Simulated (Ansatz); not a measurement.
# In3Se: the cost of one run

Method: DFT PBEsol+D3(BJ), scalar-relativistic, plane waves, PAW, in Ansatz 0.2.0.

## 1. The structure to begin with

The structure is cubic, space group Pm-3m (No. 221). Conventional cell: a = 4.588 Å, b = 4.588 Å, c = 4.588 Å, α = 90.00°, β = 90.00°, γ = 90.00°. In (site symmetry 4/mmm) is surrounded by 8 In at 3.24 Å and 4 Se at 3.24 Å. Se (site symmetry m-3m) is surrounded by 12 In at 3.24 Å.

Structure file:

```
CELL_PARAMETERS angstrom
4.58785 0.00000 0.00000
0.00000 4.58785 0.00000
0.00000 0.00000 4.58785
ATOMIC_POSITIONS crystal
In 0.00000 0.50000 0.50000
In 0.50000 0.00000 0.50000
In 0.50000 0.50000 0.00000
Se 0.00000 0.00000 0.00000
```

It goes back to an entry of the Materials Project, which need not be the stable form.

This cell was relaxed beforehand with the same method: volume 24.14 Å³/atom, gap on the mesh none (metal).

## 2. Zero of energy

The reference gives a free energy of -22002.3164 eV, pressure -0.01 GPa, largest force 0.000 eV/Å and gap on the mesh none (metal). It was computed beforehand with the settings of the runs below.

## 3. Setting up energy and stress against strain

The cell is strained by ε times the Voigt pattern (0, 0, 0, 1, 0, 0) (xx, yy, zz, yz, xz, xy; engineering shear), with fractional coordinates fixed (clamped ions). The stress on the pattern is the sum of the stress components weighted by it, tension positive.

## 4. ε = -0.1000

File input.yaml:

```yaml
crystal:
  lattice:
    - [4.5878535042, 0.0, 0.0]
    - [0.0, 4.5878535042, -0.2293926752]
    - [0.0, -0.2293926752, 4.5878535042]
  atoms:
    - { symbol: In, position: [0.0, 0.5, 0.5] }
    - { symbol: In, position: [0.5, 0.0, 0.5] }
    - { symbol: In, position: [0.5, 0.5, 0.0] }
    - { symbol: Se, position: [0.0, 0.0, 0.0] }
basis:
  ecutwfc: 420
kpoints:
  mp_grid: { grid: [10, 10, 10] }
hamiltonian:
  xc: pbesol
  dispersion: d3bj
scf:
  occupations: { method: gaussian, width: 0.15 }
output:
  forces: true
  stress: true
  eigenvalues: true
```

Run with:

```
> ansatz run input.yaml --threads 1 --pin off --max-ram 2560MiB --backend cpu --events-out ev --progress --plain --runs-dir out
```

**Question.** How long does this run take on 1 thread of Intel Xeon 6975P-C (Granite Rapids), shared host, and how much memory does it need?

About 15 s, with a peak of 0.69 GiB.
